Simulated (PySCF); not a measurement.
**Ta³⁺: dipole response in ANO-RCC-VTZP**

How polarisable is Ta³⁺ at the levels listed below?

Program: PySCF 2.14.0. Level of theory: unrestricted determinants in a Gaussian basis, no spin-orbit coupling in the energies. These are calculated values, not measurements, unless marked.

### Step 1. The atom as given

* Element: tantalum (Z = 73)
* Basis: ANO-RCC-VTZP
* Hamiltonian: scalar relativity by spin-free X2C-1e
* State 1: Ta³⁺: [Xe] 4f14 5d2, high-spin 3F determinant
* Methods: PBE

Outer shells as boxes (Hund's rule):

Ta3+ [Xe] 4f14 5d2
```
[Xe] core
4f [↑↓][↑↓][↑↓][↑↓][↑↓][↑↓][↑↓]
5d [↑ ][↑ ][  ][  ][  ]
```

The runs were made by one driver on top of PySCF. The scripts below sum up each run's settings (the driver also hands on starting orbitals that pick excited configurations, and frozen orbitals as a list rather than a count), and the logs come from the driver's own runs. The driver starts from symmetry-adapted Hartree-Fock orbitals, holds the occupation by maximum overlap and uses a logarithmic radial grid for functionals, so a plain start would take other cycles.

It was started by

```
$ OMP_NUM_THREADS=1 python atomrun2.py TASK.json OUT
```

The integrals over 104 functions and the set-up took 62 s of CPU time.

### Step 2. Ta³⁺, at PBE

PBE:

Contents of input.py:

```python
from pyscf import gto, scf, dft, mp, cc
import basis_set_exchange as bse
mol = gto.M(atom="Ta 0 0 0", charge=3, spin=2, symmetry="D2h",
            basis=gto.basis.parse(bse.get_basis("ANO-RCC-VTZP", elements=["Ta"], fmt="nwchem", header=False)),
            nucmod="G")
mf = dft.UKS(mol, xc="PBE").sfx2c1e()
mf.irrep_nelec = {'Ag': (10, 9), 'B1g': (3, 2), 'B2g': (2, 2), 'B3g': (2, 2), 'Au': (1, 1), 'B1u': (6, 6), 'B2u': (6, 6), 'B3u': (6, 6)}
mf.kernel()
```

Standard output:

```text
damping factor = 0
level_shift factor = 0
DIIS = <class 'pyscf.scf.diis.CDIIS'>
diis_start_cycle = 1
diis_space = 10
diis_damp = 0
SCF conv_tol = 1e-09
SCF conv_tol_grad = None
number electrons alpha = 36  beta = 34
XC functionals = PBE
    J. P. Perdew, K. Burke, and M. Ernzerhof.,  Phys. Rev. Lett. 77, 3865 (1996)
    J. P. Perdew, K. Burke, and M. Ernzerhof.,  Phys. Rev. Lett. 78, 1396 (1997)
    J. P. Perdew, K. Burke, and M. Ernzerhof.,  Phys. Rev. Lett. 77, 3865 (1996)
    J. P. Perdew, K. Burke, and M. Ernzerhof.,  Phys. Rev. Lett. 78, 1396 (1997)
cycle= 1 E= -15603.0086393936  delta_E= -0.0146  |g|= 0.544  |ddm|=  0.2
cycle= 2 E= -15602.9630514497  delta_E= 0.0456  |g|= 0.988  |ddm|= 0.186
cycle= 3 E= -15603.0287182518  delta_E= -0.0657  |g|= 0.00589  |ddm|= 0.118
cycle= 4 E= -15603.02872177  delta_E= -3.52e-06  |g|= 0.00133  |ddm|= 0.00152
cycle= 5 E= -15603.0287219659  delta_E= -1.96e-07  |g|= 3.62e-05  |ddm|= 0.000324
cycle= 6 E= -15603.0287219663  delta_E= -3.71e-10  |g|= 6.4e-07  |ddm|= 1.82e-05
converged SCF energy = -15603.0287219663  <S^2> = 2.0008666  2S+1 = 3.0005777
```

CPU time 65 s on a shared host, the integrals not counted.

Orbital energies by shell (radii are means over both spins):

| shell | electrons | mean orbital energy (eV) | spread (eV) | rms radius (bohr) |
| --- | --- | --- | --- | --- |
| 1s β | 1 | -67163.9 | 0 | 0.0211 |
| 1s α | 1 | -67163.8 | 0 | 0.0211 |
| 2s α | 1 | -11564.7 | 0 | 0.0854 |
| 2s β | 1 | -11564.6 | 0 | 0.0854 |
| 2p α | 3 | -10172.6 | 0 | 0.0775 |
| 2p β | 3 | -10172.6 | 0 | 0.0775 |
| 3s α | 1 | -2672.1 | 0 | 0.219 |
| 3s β | 1 | -2672.1 | 0 | 0.219 |
| 3p α | 3 | -2255.6 | 0 | 0.220 |
| 3p β | 3 | -2255.6 | 0 | 0.220 |
| 3d α | 5 | -1754.0 | 0.002 | 0.201 |
| 3d β | 5 | -1754.0 | 0.074 | 0.201 |
| 4s α | 1 | -566.83 | 0 | 0.488 |
| 4s β | 1 | -566.76 | 0 | 0.488 |
| 4p α | 3 | -429.44 | 0 | 0.520 |
| 4p β | 3 | -429.38 | 0 | 0.520 |
| 4d α | 5 | -249.64 | 0.089 | 0.564 |
| 4d β | 5 | -249.57 | 0.209 | 0.564 |
| 5s α | 1 | -101.08 | 0 | 1.16 |
| 5s β | 1 | -100.18 | 0 | 1.16 |
| 5p α | 3 | -67.740 | 0 | 1.36 |
| 5p β | 3 | -66.523 | 0 | 1.36 |
| 4f α | 7 | -52.742 | 0.052 | 0.721 |
| 4f β | 7 | -52.531 | 0.348 | 0.721 |
| 5d α | 2 | -30.201 | 0 | 1.98 |

⟨S²⟩ = 2.001, ⟨L²⟩ = 12.00.

The driver then solved the coupled dipole response at imaginary frequencies: mean α = 6.704 bohr³, C₆ = 33.16 au for a like pair.

Spin-orbit coupling, absent here, splits the open shell strongly.

Radial density 4πr²ρ of Ta³⁺ at PBE, without picture-change correction:

| r (bohr) | density | spin density |
| --- | --- | --- |
| 0.000302 | 2.26 | 0.000 |
| 0.000508 | 4.80 | 0.000 |
| 0.000854 | 9.84 | 0.000 |
| 0.00144 | 19.4 | 0.000 |
| 0.00242 | 36.1 | 0.000 |
| 0.00407 | 61.2 | 0.000 |
| 0.00684 | 89.2 | -0.001 |
| 0.0115 | 102 | -0.001 |
| 0.0193 | 90.8 | -0.001 |
| 0.0325 | 97.3 | -0.001 |
| 0.0547 | 134 | 0.020 |
| 0.0921 | 105 | 0.084 |
| 0.155 | 122 | 0.048 |
| 0.261 | 67.9 | 0.001 |
| 0.438 | 73.5 | 0.149 |
| 0.737 | 30.1 | 0.017 |
| 1.24 | 11.9 | 1.165 |
| 2.09 | 2.14 | 0.914 |
| 3.51 | 0.116 | 0.105 |
| 5.90 | 0.000911 | 0.001 |

### Step 3. The response side by side

Ta³⁺, in atomic units:

| method | mean α | C₆ (like pair) | S(−4) |
| --- | --- | --- | --- |
| PBE | 6.704 | 33.16 | 22.31 |

α(iu) at PBE:

| u (hartree) | α(iu) (bohr³) |
| --- | --- |
| 0 | 6.704 |
| 0.0500 | 6.649 |
| 0.100 | 6.496 |
| 0.200 | 6.012 |
| 0.300 | 5.475 |
| 0.500 | 4.595 |
| 0.750 | 3.825 |
| 1.00 | 3.244 |
| 1.50 | 2.394 |
| 2.00 | 1.820 |
| 3.00 | 1.151 |
| 5.00 | 0.5928 |

### Step 4. Results

```
 quantity              value
α of Ta³⁺  6.704 (PBE) bohr³
```

A single London oscillator with the computed α and C₆ of Ta³⁺ at PBE would have ω = 4 C₆ / (3 α²) = 0.984 hartree. All values hold for this basis alone; no basis-set limit was taken.
